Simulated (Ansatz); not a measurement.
**F₂GeH₄OSi: a ladder of functionals and wavefunction methods**

An exercise on one series of results from a longer session: the logs are not shown, and one member is left open.

Program: Ansatz 0.2.0, Gaussian basis. Level of theory: functionals in def2-TZVPP, the program's frozen cores in correlated methods. These are calculated values, not measurements.

Levels to be run: LDA (SPW92), PBE-D4, revPBE-D4, BLYP-D4, r2SCAN-D4, B97M-V, PBE0-D4, B3LYP-D4, r2SCANh-D4, r2SCAN0-D4, HSE06-D4, BHLYP-D4, CAM-B3LYP-D4, LC-ωPBE, ωB97X-V, ωB97M-V, B2PLYP, PBE-QIDH; CCSD(T)/def2-SVP; CCSD(T)/def2-TZVPP; MP2/def2-QZVPP; extrapolation to the limit; RPA on PBE.

## Structure used throughout

An earlier PBE0-D4 in a triple-zeta def2 set relaxation fixed the geometry.

SMILES `[OH][Ge]([F])([F])[SiH3]`, 9 atoms, charge 0, spin multiplicity 1.

Atoms are counted from 1 here; the program's logs count them from 0.

Bond lengths: O1–Ge2 1.752 Å, O1–H6 0.962 Å, Ge2–F3 1.732 Å, Ge2–F4 1.732 Å, Ge2–Si5 2.377 Å, Si5–H7 1.481 Å, Si5–H8 1.481 Å, Si5–H9 1.481 Å. Angles: Ge2–O1–H6 113.6°, O1–Ge2–F3 107.7°, O1–Ge2–F4 107.6°, O1–Ge2–Si5 113.0°, F3–Ge2–F4 102.2°, F3–Ge2–Si5 112.8°, F4–Ge2–Si5 112.9°, Ge2–Si5–H7 107.3°, Ge2–Si5–H8 107.7°, Ge2–Si5–H9 107.7°, H7–Si5–H8 111.3°, H7–Si5–H9 111.3°, H8–Si5–H9 111.3°.

As a file:

```
O     0.6374    1.9627   -0.1239
Ge    0.6667    0.2359   -0.4198
F     0.7029   -0.0048   -2.1346
F     2.2223   -0.3522    0.0641
Si   -1.1255   -0.9169    0.6333
H     1.3710    2.4350   -0.5287
H    -0.9889   -2.3515    0.2919
H    -2.3918   -0.3568    0.1073
H    -1.0055   -0.6976    2.0932
```

The first run:

The input, in.yaml:

```yaml
crystal:
  periodic: [false, false, false]
  atoms:
    - {symbol: O, position_ang: [0.637398, 1.962693, -0.123851]}
    - {symbol: Ge, position_ang: [0.666702, 0.235906, -0.419795]}
    - {symbol: F, position_ang: [0.702894, -0.004845, -2.134570]}
    - {symbol: F, position_ang: [2.222341, -0.352226, 0.064123]}
    - {symbol: Si, position_ang: [-1.125534, -0.916900, 0.633329]}
    - {symbol: H, position_ang: [1.371048, 2.434998, -0.528714]}
    - {symbol: H, position_ang: [-0.988909, -2.351503, 0.291862]}
    - {symbol: H, position_ang: [-2.391815, -0.356847, 0.107276]}
    - {symbol: H, position_ang: [-1.005525, -0.697574, 2.093241]}
basis:
  gaussian: {orbitals: def2-TZVPP}
hamiltonian: {xc: lda}
output: {orbitals: {seedname: orbitals}}
```

Started as:

```
ansatz run in.yaml --threads 4 --pin off --events-out ev --progress --plain --max-ram 10444MiB
```

Among the steps run: LDA; PBE-D4 (GGA); revPBE-D4 (GGA); BLYP-D4 (GGA); r2SCAN-D4 (meta-GGA); B97M-V (meta-GGA); PBE0-D4 (hybrid); B3LYP-D4 (hybrid); r2SCANh-D4 (hybrid); r2SCAN0-D4 (hybrid); HSE06-D4 (hybrid); BHLYP-D4 (hybrid); CAM-B3LYP-D4 (range-separated); LC-ωPBE (range-separated); ωB97X-V (range-separated); ωB97M-V (range-separated); B2PLYP (double hybrid); PBE-QIDH (double hybrid).

One table of the session follows, with a row left open; its other results are not shown here.

It belongs to the step «Frontier levels by functional». 

```
  functional  HOMO (eV)  gap (eV)
 LDA (SPW92)      -8.10      6.46
      PBE-D4      -7.88      6.53
   revPBE-D4      -7.80      6.57
     BLYP-D4      -7.77      6.47
   r2SCAN-D4      -8.31      7.33
      B97M-V      -8.42      7.30
     PBE0-D4      -9.41      9.01
    B3LYP-D4      -9.20      8.49
  r2SCANh-D4          ?         ?
  r2SCAN0-D4      -9.64      9.38
    HSE06-D4      -9.01      8.24
    BHLYP-D4     -10.65     11.15
CAM-B3LYP-D4     -10.76     11.32
     LC-ωPBE     -12.03     13.85
     ωB97X-V     -11.71     13.40
     ωB97M-V     -11.52     12.90
```

Q: Estimate the row for r2SCANh-D4 from the others.

Worked estimate for «HOMO (eV)». Against the share of exact exchange, r2SCAN-D4 (0, -8.31), r2SCAN0-D4 (0.25, -9.64) give a slope of -5.32 per unit share; at 0.1 the line stands at -8.84.

As computed: HOMO (eV): -8.90; gap (eV): 8.20. In «HOMO (eV)» the line misses by +0.06.
